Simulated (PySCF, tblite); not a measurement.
# C₉H₁₃F: geometry, infrared bands and NMR shifts

What infrared bands and NMR shifts should C₉H₁₃F (`C/C1=C/[C@@H](F)C/C=C\CC1`) show?

Programs: tblite 0.8.0 and PySCF 2.14.0, with density-fitted response routines of our own. Each step states its level of theory. These are calculated values for one molecule in the gas phase, unless marked as measured. Atoms count from 0, in the outputs and in this text.

### Step 1. Starting geometry

23 atoms, charge 0, multiplicity 1; geometry from: force field or distance geometry start.

Bonds of the start (Å): C0–C1 1.51, C1–C2 1.33, C2–C3 1.50, C3–F4 1.38, C3–C5 1.51, C5–C6 1.48, C6–C7 1.32, C7–C8 1.48, C8–C9 1.49, C9–C1 1.49, C0–H10 1.12, C0–H11 1.10, C0–H12 1.12, C2–H13 1.09, C3–H14 1.14, C5–H15 1.11, C5–H16 1.11, C6–H17 1.08, C7–H18 1.11, C8–H19 1.13, C8–H20 1.12, C9–H21 1.12, C9–H22 1.12.

### Step 2. Relaxing the molecule with GFN2-xTB

Job settings and geometry (Å):

```
{"job": {"kind": "relax", "xc": "GFN2-xTB", "basis": "xTB"}, "charge": 0, "multiplicity": 1}
C      2.603700    -0.012900    -0.484400
C      1.214000    -0.049300     0.092900
C      0.756600     1.193100     0.181500
C     -0.551400     1.748700     0.664400
F     -0.446800     3.093700     0.943400
C     -1.586800     1.436300    -0.392500
C     -2.171900     0.119100    -0.041800
C     -1.680800    -1.106100    -0.022800
C     -0.453700    -1.879000    -0.301500
C      0.755400    -1.429300     0.437300
H      3.288800    -0.260900     0.364400
H      2.708400    -0.712300    -1.320700
H      2.886300     1.036100    -0.747900
H      1.427900     1.964400    -0.186600
H     -0.881800     1.230100     1.622400
H     -2.369900     2.229900    -0.399300
H     -1.093700     1.401300    -1.390300
H     -3.203200     0.196700     0.264900
H     -2.480900    -1.799900     0.310800
H     -0.632000    -2.941600     0.025700
H     -0.282200    -1.924800    -1.405600
H      0.545500    -1.419600     1.535600
H      1.643900    -2.086400     0.260200
```

Run with:

```
OMP_NUM_THREADS=1 python probes_run.py task.json out
```

The driver reads the jobs from task.json and runs them one after another.

**Question.** This job is followed by: GFN2-xTB harmonic vibrations, gas phase; GIAO PBE0/pcSseg-1 NMR shielding, non-relativistic, gas phase. Predict these results of the whole session: strongest single infrared mode (GFN2-xTB); zero-point energy (GFN2-xTB); ¹³C shifts against TMS (PBE0/pcSseg-1); ¹H shifts against TMS (PBE0/pcSseg-1, means over atoms taken as alike); ¹⁹F shifts against CFCl3 (PBE0/pcSseg-1).

The runs gave:

| quantity | value |
| --- | --- |
| strongest single infrared mode (GFN2-xTB) | 3072 cm⁻¹, 78 km/mol |
| zero-point energy (GFN2-xTB) | 122.9 kcal/mol |
| ¹³C shifts against TMS (PBE0/pcSseg-1) | 147.6, 145.4, 140.4, 137.3, 96.0, 43.9, 38.7, 32.1, 28.5 ppm |
| ¹H shifts against TMS (PBE0/pcSseg-1, means over atoms taken as alike) | 6.54, 6.46, 6.33, 5.10, 2.70, 2.60, 2.22, 1.99, 1.96, 1.91, 1.88 ppm |
| ¹⁹F shifts against CFCl3 (PBE0/pcSseg-1) | -189.4 ppm |

In words: Relaxing lowered the energy by 1.003 eV in 80 steps; the close pair that moved most is C8–C9, from 1.487 to 1.548 Å. All 63 modes are real, so the xTB geometry is a minimum. The strongest single mode, at 3072 cm⁻¹, moves mainly H17. GFN2-xTB is a fitted tight-binding method: band positions and strengths are rough. Its intensities can rank the bands wrongly.
